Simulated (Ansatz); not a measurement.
**C₃H₅ClOSi: small, medium and large basis sets**

How large a basis does C₃H₅ClOSi need? Two functionals are run in growing sets.

Method: one geometry, several basis sets; program: Ansatz 0.2.0, Gaussian basis.

Levels to be run: PBE0-D4/def2-SVP; ωB97M-V/def2-SVP; PBE0-D4/def2-QZVPP; ωB97M-V/def2-QZVPP; the functionals' def2-TZVPP values are taken from earlier runs.

## (1) The geometry

The geometry comes from an earlier relaxation with PBE0-D4 in a triple-zeta def2 set; it is a stationary point, not always the lowest conformer.

11 atoms, charge 0, spin multiplicity 1.

Atoms are counted from 1 here; the program's logs count them from 0.

Bond lengths: C1–C2 1.298 Å, C1–H7 1.087 Å, C1–H8 1.087 Å, C2–C3 1.302 Å, C3–Cl4 1.745 Å, C3–O5 1.339 Å, O5–Si6 1.670 Å, Si6–H9 1.483 Å, Si6–H10 1.479 Å, Si6–H11 1.481 Å. Angles: C2–C1–H7 121.5°, C2–C1–H8 121.5°, H7–C1–H8 117.0°, C1–C2–C3 178.9°, C2–C3–Cl4 119.8°, C2–C3–O5 124.8°, Cl4–C3–O5 115.4°, C3–O5–Si6 126.8°, O5–Si6–H9 110.2°, O5–Si6–H10 103.6°, O5–Si6–H11 111.1°, H9–Si6–H10 111.1°, H9–Si6–H11 110.3°, H10–Si6–H11 110.4°.

## (2) PBE0-D4 in def2-SVP

in.yaml

```yaml
crystal:
  periodic: [false, false, false]
  atoms:
    - {symbol: C, position_ang: [1.189358, -2.472752, 0.588628]}
    - {symbol: C, position_ang: [0.610538, -1.424241, 0.087020]}
    - {symbol: C, position_ang: [0.036694, -0.380989, -0.438656]}
    - {symbol: Cl, position_ang: [-1.180636, -0.589992, -1.671693]}
    - {symbol: O, position_ang: [0.326287, 0.888525, -0.126070]}
    - {symbol: Si, position_ang: [-0.745012, 2.166177, -0.040160]}
    - {symbol: H, position_ang: [0.786213, -2.982786, 1.459878]}
    - {symbol: H, position_ang: [2.101046, -2.878915, 0.157417]}
    - {symbol: H, position_ang: [-1.953717, 1.770141, 0.723270]}
    - {symbol: H, position_ang: [0.017978, 3.212502, 0.673971]}
    - {symbol: H, position_ang: [-1.123347, 2.635332, -1.393003]}
basis:
  gaussian: {orbitals: def2-SVP}
hamiltonian: {xc: pbe0, dispersion: d4}
output: {orbitals: {seedname: orbitals}}
```

Further steps of the session: ωB97M-V in def2-SVP; PBE0-D4 in def2-QZVPP; ωB97M-V in def2-QZVPP.

Q: Predict the results of all the runs planned. Wanted: PBE0-D4: double and triple zeta above quadruple; ωB97M-V: double and triple zeta above quadruple.

The runs gave:

| quantity | value |
| --- | --- |
| PBE0-D4: double and triple zeta above quadruple | 14.05, 0.92 eV |
| ωB97M-V: double and triple zeta above quadruple | 14.15, 0.86 eV |

For PBE0-D4 the step from double to triple zeta gains 13.13 eV and the next only 0.92 eV. These are total energies; as a rule much of such shifts cancels in differences, which this series doesn't test. The LUMO of ωB97M-V is positive and keeps falling with the basis (1.60 to 1.04 eV): an unbound level that the basis holds in place.
